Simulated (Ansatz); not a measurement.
# C2H8BN: the cost of one run

All numbers are computed with Ansatz 0.2.0 through its Python package. Level of theory: CAM-B3LYP/def2-SVP.

**1. Starting point**

Bond lengths: B1–C2 1.544 Å, C2–C3 1.503 Å, C3–N4 1.472 Å, B1–H5 1.238 Å, B1–H6 1.198 Å, C2–H7 1.097 Å, C2–H8 1.074 Å, C3–H9 1.178 Å, C3–H10 1.108 Å, N4–H11 1.055 Å, N4–H12 1.095 Å. Angles (14 of 18 angles, heavy atoms first): B1–C2–C3 109.4°, C2–C3–N4 115.5°, B1–C2–H7 109.8°, B1–C2–H8 109.1°, C3–C2–H7 108.2°, C3–C2–H8 108.9°, C2–B1–H5 120.0°, C2–B1–H6 124.3°, C2–C3–H9 110.7°, C2–C3–H10 112.4°, N4–C3–H9 106.3°, N4–C3–H10 105.8°, C3–N4–H11 106.5°, C3–N4–H12 105.1°.

The script holds or builds the structure itself.

**2. The code**

Input file c2h8bn_torsion.py:

```python
import ansatz as az
from ase import Atoms

atoms = Atoms(["B", "C", "C", "N", "H", "H", "H", "H", "H", "H", "H", "H"], positions=[
    [-0.8245, 1.6305, -0.171],
    [-0.6515, 0.0967, -0.1356],
    [0.7854, -0.2367, 0.1522],
    [1.1037, -1.6728, 0.2058],
    [-1.2679, 2.1812, -1.1878],
    [-0.6517, 2.3511, 0.7707],
    [-0.9139, -0.3293, -1.1118],
    [-1.2655, -0.3089, 0.6472],
    [1.1184, 0.214, 1.1883],
    [1.4783, 0.1986, -0.5948],
    [0.7388, -2.0935, -0.6899],
    [0.4273, -2.0861, 0.9607],
])

first = (
    az.Crystal.molecule_from_ase(atoms).calculation()
    .basis(gaussian="def2-SVP")
    .functional("CAM-B3LYP")
    .relax(force_tolerance=0.02, max_steps=80)
)
atoms.positions = first.run(threads=1, backend="cpu").report["positions_ang"]

start = atoms.get_dihedral(0, 1, 2, 3)
energies = {}
for turn in range(0, 360, 30):
    turned = atoms.copy()
    turned.set_dihedral(0, 1, 2, 3, start + turn, indices=[2, 3, 8, 9, 10, 11])
    setup = az.Crystal.molecule_from_ase(turned).calculation()
    setup = setup.basis(gaussian="def2-SVP")
    setup = setup.functional("CAM-B3LYP")
    energies[round((start + turn) % 360)] = setup.run(threads=1, backend="cpu").report["free_energy_ev"]
floor = min(energies.values())
print("dihedral B0-C1-C2-N3 (deg)   E - E(min) (kJ/mol)")
for angle, e in sorted(energies.items()):
    print(f"{angle:8d} {96.485332 * (e - floor):14.3f}  " + "#" * int(30 * (e - floor) / max(max(energies.values()) - floor, 1e-9)))
```

**3. The input behind the calls**

The package turns the script's settings into the engine's input (first run):

```yaml
crystal:
  periodic: [false, false, false]
  atoms:
    - { symbol: B, position_ang: [-0.8245, 1.6305, -0.171] }
    - { symbol: C, position_ang: [-0.6515, 0.0967, -0.1356] }
    - { symbol: C, position_ang: [0.7854, -0.2367, 0.1522] }
    - { symbol: "N", position_ang: [1.1037, -1.6728, 0.2058] }
    - { symbol: H, position_ang: [-1.2679, 2.1812, -1.1878] }
    - { symbol: H, position_ang: [-0.6517, 2.3511, 0.7707] }
    - { symbol: H, position_ang: [-0.9139, -0.3293, -1.1118] }
    - { symbol: H, position_ang: [-1.2655, -0.3089, 0.6472] }
    - { symbol: H, position_ang: [1.1184, 0.214, 1.1883] }
    - { symbol: H, position_ang: [1.4783, 0.1986, -0.5948] }
    - { symbol: H, position_ang: [0.7388, -2.0935, -0.6899] }
    - { symbol: H, position_ang: [0.4273, -2.0861, 0.9607] }
basis:
  gaussian:
    orbitals: def2-SVP
hamiltonian:
  xc: cam_b3lyp
relax:
  f_tol: 0.02
  max_steps: 80
```

**4. Running it**

On the command line:

```console
$ python c2h8bn_torsion.py
```

What time and memory should one allow on 1 thread of Arm Neoverse V2, shared host?

About 73 s, with a peak of 0.29 GiB.
